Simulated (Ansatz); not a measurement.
Run this with Ansatz 0.2.0, Python API and show what comes out.

Script `rb3cd.py`:
```python
# -*- coding: utf-8 -*-
"""Cohesive energy of Rb3Cd from free atoms."""

from collections import Counter
from dataclasses import dataclass
import warnings

import ansatz as az


@dataclass(frozen=True)
class Settings:
    cutoff: int = 550
    functional: str = "lda"
    k_spacing: float = 0.3
    filling: str = "gaussian"
    sigma: float = 0.02


cfg = Settings()


def counts(outcome):
    return Counter(site.symbol for site in outcome.lattice.sites)

UNPAIRED = {"Rb": 1, "Cd": 0}  # unpaired electrons of the free atoms


def run_phase(name, crystal):
    calc = (
        crystal.calculation()
        .basis(cfg.cutoff)
        .functional(cfg.functional)
        .kpoints(spacing=cfg.k_spacing)
        .occupations(cfg.filling, width=cfg.sigma)
    )
    if name.endswith(" atom"):
        calc = calc.kpoints(1, 1, 1).occupations("fermi_dirac", width=0.01)
        if UNPAIRED[name.split()[0]]:
            calc = calc.spin("collinear")
        return calc.run()
    calc = calc.relax(force_tolerance=0.01, cell=True)
    return calc.run()


def main():
    warnings.simplefilter("ignore", az.DeckWarning)

    phases = {}
    rb3cd = (
        az.Lattice.cubic(6.312502)
        .space_group(221)
        .atom("Rb", (0.0, 0.5, 0.5))
        .atom("Cd", (0.0, 0.0, 0.0))
    )
    phases["Rb3Cd"] = rb3cd
    # free atoms: a low-symmetry box, moments by the rule of Hund
    for element, moment in UNPAIRED.items():
        phases[f"{element} atom"] = az.Lattice.orthorhombic(10.0, 10.5, 11.0).atom(element, (0.5, 0.5, 0.5), moment=moment or None)

    done = {name: run_phase(name, crystal) for name, crystal in phases.items()}

    for element in UNPAIRED:
        atom = done[f"{element} atom"].report
        print(f"{element} atom: {atom['energy_sigma0_ev']:.4f} eV, moment {atom['magnetization_mub']:.2f} muB")
    solid = done["Rb3Cd"]
    n = counts(solid)
    binding = (sum(k * done[f"{e} atom"].report["energy_sigma0_ev"] for e, k in n.items()) - solid.report["energy_sigma0_ev"]) / sum(n.values())
    print(f"cohesive energy {binding:.3f} eV/atom = {96.4853 * binding:.0f} kJ/mol of atoms (no zero-point energy)")


if __name__ == "__main__":
    main()
```

`python rb3cd.py` gives:
```text
Rb atom: -3169.8986 eV, moment 1.00 muB
Cd atom: -8116.3664 eV, moment 0.00 muB
cohesive energy 0.917 eV/atom = 88 kJ/mol of atoms (no zero-point energy)
```

Total energies depend on the potentials; only differences at equal settings carry meaning. The magnetic order follows from the starting moments and needn't be the lowest. For the metals among these phases the mesh is modest: differences between phases can be off by up to 40 meV an atom. The cells come from databases of deposited and of computed structures, and not all need be stable phases. Free atoms in a box carry small image and symmetry errors, and spin-orbit coupling is left out. Timing: 36 s on 1 thread of Arm Neoverse V2, on a shared host, peak memory 0.97 GiB.

(A comment or docstring line of the script was reworded after the run, the code is as it ran; lines on the test bed's own set-up are left out of the output.)
